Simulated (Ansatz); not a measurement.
# Si16B: the cost of one run

Program: Ansatz 0.2.0. Level of theory: DFT PBE+D3(BJ), plane waves, PAW, scalar-relativistic, collinear spin. These are calculated values, not measurements.

### 1 The system as given

The cell holds 17 atoms (BSi16): a = 7.679 Å, b = 7.679 Å, c = 7.679 Å, α = 60.00°, β = 60.00°, γ = 60.00°.

Its coordinates follow in the input file.

### 2 Relaxing the start

input.yaml reads:

```yaml
crystal:
  lattice:
    - [0.0, 5.43, 5.43]
    - [5.43, 0.0, 5.43]
    - [5.43, 5.43, 0.0]
  atoms:
    - { symbol: Si, position: [0.0, 0.0, 0.0] }
    - { symbol: Si, position: [0.125, 0.125, 0.125] }
    - { symbol: Si, position: [0.0, 0.0, 0.5] }
    - { symbol: Si, position: [0.125, 0.125, 0.625] }
    - { symbol: Si, position: [0.0, 0.5, 0.0] }
    - { symbol: Si, position: [0.125, 0.625, 0.125] }
    - { symbol: Si, position: [0.0, 0.5, 0.5] }
    - { symbol: Si, position: [0.125, 0.625, 0.625] }
    - { symbol: Si, position: [0.5, 0.0, 0.0] }
    - { symbol: Si, position: [0.625, 0.125, 0.125] }
    - { symbol: Si, position: [0.5, 0.0, 0.5] }
    - { symbol: Si, position: [0.625, 0.125, 0.625] }
    - { symbol: Si, position: [0.5, 0.5, 0.0] }
    - { symbol: Si, position: [0.625, 0.625, 0.125] }
    - { symbol: Si, position: [0.5, 0.5, 0.5] }
    - { symbol: Si, position: [0.625, 0.625, 0.625] }
    - { symbol: B, position: [0.3678895, 0.8831438, 0.3736106], spin: 1.0 }
magnetization:
  spin_polarized: true
basis:
  ecutwfc: 420.0
kpoints:
  mp_grid: { grid: [2, 2, 2] }
hamiltonian:
  xc: pbe
  dispersion: d3bj
  pseudopotentials: { kind: paw, azcp: { folder: soft_1 } }
scf:
  occupations: { method: fermi_dirac, width: 0.02 }
  lower_state_search: "off"
relax:
  f_tol: 0.08
  max_steps: 25
  adjacent_minimum: "off"
```

Launch:

```sh
ansatz run input.yaml --threads 1 --pin off --max-ram 3072MiB --backend cpu --events-out ev --progress --plain --runs-dir out
```

What time and memory should one allow on 1 thread of Intel Xeon 6975P-C (Granite Rapids), shared host?

About 20 s, with a peak of 0.7 GiB.
